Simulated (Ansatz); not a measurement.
Set up this calculation in Ansatz 0.2.0, as the native input.

```
Task                                : band structure
Functional                          : r2SCAN
Potentials or basis                 : Ansatz PAW
Cutoff                              : 500 eV (not typed: the program's choice for these potentials)
k mesh                              : 10 × 10 × 6
Occupations                         : fermi-dirac, width 0.05 eV
Spin                                : no spin polarisation
Path                                : [["G", "X", "S", "R", "A", "Z", "G", "Y", "X1", "A1", "T", "Y"], ["Z", "T"]]
Points for each segment of the path : 14
```

CuO2:

```
Cu O
1.0
     1.41261   -5.21075    0.00000
     1.41261    5.21075    0.00000
     0.00000    0.00000    4.34342
Cu O
2 4
Direct
  0.16725 0.83275 0.75000
  0.83275 0.16725 0.25000
  0.78897 0.21103 0.75000
  0.21103 0.78897 0.25000
  0.55149 0.44851 0.75000
  0.44851 0.55149 0.25000
```

The cell comes from a database or a generator and needn't be the stable form of this composition.

These files were run (other wordings do the same):

input.yaml

```yaml
crystal:
  lattice:
    - [1.412615, -5.210747, 0.0]
    - [1.412615, 5.210747, 0.0]
    - [0.0, 0.0, 4.343424]
  atoms:
    - { symbol: Cu, position: [0.167253, 0.832747, 0.75] }
    - { symbol: Cu, position: [0.832747, 0.167253, 0.25] }
    - { symbol: O, position: [0.78897, 0.21103, 0.75] }
    - { symbol: O, position: [0.21103, 0.78897, 0.25] }
    - { symbol: O, position: [0.551486, 0.448514, 0.75] }
    - { symbol: O, position: [0.448514, 0.551486, 0.25] }
hamiltonian:
  xc: r2scan
  pseudopotentials: { kind: paw }
kpoints:
  mp_grid: { grid: [10, 10, 6] }
  band_path:
    path:
      - [[0.0, 0.0, 0.0], [0.2683733209, 0.2683733209, 0.0], [0.0, 0.5, 0.0], [0.0, 0.5, 0.5], [0.2683733209, 0.2683733209, 0.5], [0.0, 0.0, 0.5], [0.0, 0.0, 0.0], [-0.5, 0.5, 0.0], [-0.2683733209, 0.7316266791, 0.0], [-0.2683733209, 0.7316266791, 0.5], [-0.5, 0.5, 0.5], [-0.5, 0.5, 0.0]]
      - [[0.0, 0.0, 0.5], [-0.5, 0.5, 0.5]]
    npoints: 14
scf:
  occupations: { method: fermi_dirac, width: 0.05 }
  n_extra_bands: 15
output:
  forces: true
  stress: true
  eigenvalues: true
  fatbands: false
```

Potentials or basis: Ansatz PAW.

The run is started by

```console
$ ansatz run input.yaml --threads 2 --pin off --max-ram 5632MiB --backend cpu --events-out ev --progress --plain --runs-dir out
```

Results of the run:

```yaml
Pressure: -9.3 GPa
Largest_force: 0.557 eV/Å
Band_gap_on_the_k_mesh: none (metal or under the smearing width)
```

Caveat: the run has no spin polarisation, though such a crystal can be magnetic; semilocal functionals often make such compounds metallic where correlation or magnetic order opens a gap, which also shifts bond lengths; the PAW data sets come from PBE, with cores solved anew for the run's functional, which leaves a small shift of forces and pressure.

Wall time 40 s on 2 threads of Arm Neoverse V1 (shared host), peak memory 0.76 GiB.
